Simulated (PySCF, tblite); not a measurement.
# C7H7N3: geometry, infrared bands and NMR shifts

Aim: predict the infrared bands and NMR shifts of C7H7N3 (`CC[C@H](C#N)C(C#N)C#N`).

The runs use tblite 0.8.0 and PySCF 2.14.0, with density-fitted response routines of our own; the level of theory stands in each step. All values are computed, except where a source is named. Atoms count from 0, in the outputs and in this text.

### Step 1. Starting geometry

17 atoms, charge 0, multiplicity 1; geometry from: force field or distance geometry start.

Bonds of the start (Å): C0–C1 1.54, C1–C2 1.53, C2–C3 1.48, C3–N4 1.16, C2–C5 1.56, C5–C6 1.47, C6–N7 1.15, C5–C8 1.47, C8–N9 1.17, C0–H10 1.09, C0–H11 1.09, C0–H12 1.09, C1–H13 1.10, C1–H14 1.09, C2–H15 1.09, C5–H16 1.10.

### Step 2. Relaxing the molecule with GFN2-xTB

What the job is given:

```
{"job": {"kind": "relax", "xc": "GFN2-xTB", "basis": "xTB"}, "charge": 0, "multiplicity": 1}
C      2.234900    -0.506300     0.013500
C      0.719400    -0.658000     0.219800
C     -0.069300     0.572200    -0.224000
C      0.196600     1.739800     0.638300
N      0.383600     2.655700     1.326400
C     -1.611300     0.350200    -0.295000
C     -1.936400    -0.515200    -1.436100
N     -2.159000    -1.182000    -2.348500
C     -2.142400    -0.184500     0.968900
N     -2.562100    -0.599900     1.973600
H      2.630800     0.315500     0.610900
H      2.449100    -0.312900    -1.037200
H      2.741200    -1.419500     0.318400
H      0.551500    -0.872700     1.289100
H      0.395500    -1.538200    -0.328600
H      0.263900     0.845900    -1.224300
H     -2.092900     1.321900    -0.475200
```

Run with:

```console
$ OMP_NUM_THREADS=1 python probes_run.py task.json out
```

One launch serves the whole session: the jobs run in the order shown.

**Question.** This job is followed by: GFN2-xTB harmonic vibrations, gas phase; GIAO PBE0/pcSseg-1 NMR shielding, non-relativistic, gas phase. What will the session give for the following? strongest single infrared mode (GFN2-xTB); zero-point energy (GFN2-xTB); 13C shifts against TMS (PBE0/pcSseg-1); 1H shifts against TMS (PBE0/pcSseg-1, means over atoms taken as alike); 15N shifts against NH3 (PBE0/pcSseg-1); surface potential, 1st and 99th percentile.

As calculated:

| quantity | value |
| --- | --- |
| strongest single infrared mode (GFN2-xTB) | 2404 cm⁻¹, 208 km/mol |
| zero-point energy (GFN2-xTB) | 79.1 kcal/mol |
| 13C shifts against TMS (PBE0/pcSseg-1) | 122.3, 117.1, 115.6, 36.4, 27.7, 25.7, 14.3 ppm |
| 1H shifts against TMS (PBE0/pcSseg-1, means over atoms taken as alike) | 3.79, 2.51, 2.19, 2.16, 1.38 ppm |
| 15N shifts against NH3 (PBE0/pcSseg-1) | 316.9, 312.9, 312.6 ppm |
| surface potential, 1st and 99th percentile | -1.39 V and 2.16 V |

**Reading.** Over 77 steps the energy fell by 0.146 eV; of the close pairs, C2–C3 changed most, 1.476 to 1.447 Å. All 45 modes are real, so the xTB geometry is a minimum. The strongest single mode, at 2404 cm⁻¹, is spread over several atoms, C6, C8, N7, N9 among them. GFN2-xTB is a fitted tight-binding method: band positions and strengths are rough. Its intensities can rank the bands wrongly. At PBE0/pcSseg-1, counted by nearest atom on the grid, the HOMO lies on N4 24 %; C3 13 %, the LUMO on N7, N9 about 18 % each; C6, C8 about 14 % each.
